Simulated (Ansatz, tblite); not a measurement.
# The cluster Rb₂F₃−: a ladder of methods and basis sets

An exercise on one series of results from a longer session: the logs are not shown, and one member is left open.

Program: Ansatz 0.2.0, Gaussian basis. Level of theory: as each input shows. These are calculated values, not measurements.

Levels to be run: GFN2-xTB, PBE-D4/def2-TZVPD, r2SCAN-D4/def2-TZVPD, BHLYP-D4/def2-TZVPD, CAM-B3LYP-D4/def2-TZVPD, LDA/def2-TZVPD, B3LYP-D4/def2-TZVPD, LC-ωPBE/def2-TZVPD, PBE-D4/def2-SVPD, PBE0-D4/def2-SVPD, CCSD(T)/def2-TZVPD, RPA/def2-TZVPD.

5 further runs of the same task are left out: 5 set aside as unsound or not needed.

## The relaxed structure

The geometry is that of the singlet, from an earlier relaxation (PBE0-D4/def2-SVPD). At that level it is the lowest of the isomers that a small search found.

5 atoms, charge -1, spin multiplicity 1.

Bond lengths: Rb1–F3 2.487 Å, Rb1–F4 2.487 Å, Rb2–F3 2.807 Å, Rb2–F4 2.802 Å, Rb2–F5 2.544 Å. Angles: F3–Rb1–F4 95.9°, F3–Rb2–F4 82.3°, F3–Rb2–F5 139.3°, F4–Rb2–F5 138.3°, Rb1–F3–Rb2 90.8°, Rb1–F4–Rb2 91.0°.

Rb takes a core potential in the def2 sets. No spin-orbit coupling is included. The ion is computed in the gas phase, without counter-ions or solvent.

PBE0-D4/def2-TZVPD was run before; its log isn't repeated, and its numbers join the tables.

The first run:

Tight binding, by tblite at 300 K electronic temperature and without a spin-polarisation term:

```python
tblite.interface.Calculator('GFN2-xTB', numbers, positions, charge=-1, uhf=0).singlepoint()
```

start.molden holds the orbitals of an earlier run on this state, given as this run's starting guess.

Input file in.yaml:

```yaml
crystal:
  periodic: [false, false, false]
  atoms:
    - {symbol: Rb, position_ang: [0.770517, 2.122467, 1.455057]}
    - {symbol: Rb, position_ang: [-0.319861, -0.863383, -0.585987]}
    - {symbol: F, position_ang: [0.165251, -0.202659, 2.098789]}
    - {symbol: F, position_ang: [0.396280, 1.816383, -0.984128]}
    - {symbol: F, position_ang: [-1.012177, -2.872808, -1.983730]}
basis:
  gaussian: {orbitals: def2-TZVPD, initial_orbitals: start.molden}
total_charge: -1
hamiltonian: {xc: pbe, dispersion: d4}
scf: {omitted_lower_state_checks: [starts]}
output: {orbitals: {seedname: orbitals}}
```

Run with:

```sh
$ ansatz run in.yaml --threads 2 --pin off --events-out ev --progress --plain --max-ram 4352MiB
```

Among the steps run: PBE-D4/def2-TZVPD; r2SCAN-D4/def2-TZVPD; BHLYP-D4/def2-TZVPD; CAM-B3LYP-D4/def2-TZVPD; LDA/def2-TZVPD; B3LYP-D4/def2-TZVPD; LC-ωPBE/def2-TZVPD; PBE-D4/def2-SVPD; PBE0-D4/def2-SVPD; CCSD(T)/def2-TZVPD; RPA/def2-TZVPD.

One of the session's tables, all rows but one given; the rest of the session is left out.

```
                  level  HOMO (eV)  LUMO (eV)  gap (eV)
         LDA/def2-TZVPD      -0.60       1.31      1.92
       PBE-D4/def2-SVPD      -0.37       1.20      1.57
      PBE-D4/def2-TZVPD      -0.35       1.25      1.60
   r2SCAN-D4/def2-TZVPD      -0.56       1.70      2.26
    B3LYP-D4/def2-TZVPD          ?          ?         ?
      PBE0-D4/def2-SVPD      -2.11       1.35      3.46
     PBE0-D4/def2-TZVPD      -2.07       1.60      3.67
    BHLYP-D4/def2-TZVPD      -3.88       1.71      5.59
CAM-B3LYP-D4/def2-TZVPD      -3.70       1.77      5.47
     LC-ωPBE/def2-TZVPD      -4.95       2.02      6.97
```

Estimate the missing values for B3LYP-D4/def2-TZVPD.

**Answer.** HOMO (eV): -1.85; LUMO (eV): 1.42; gap (eV): 3.27. In the column «HOMO (eV)» it lies between PBE0-D4/def2-TZVPD (-2.07) and LDA/def2-TZVPD (-0.60).
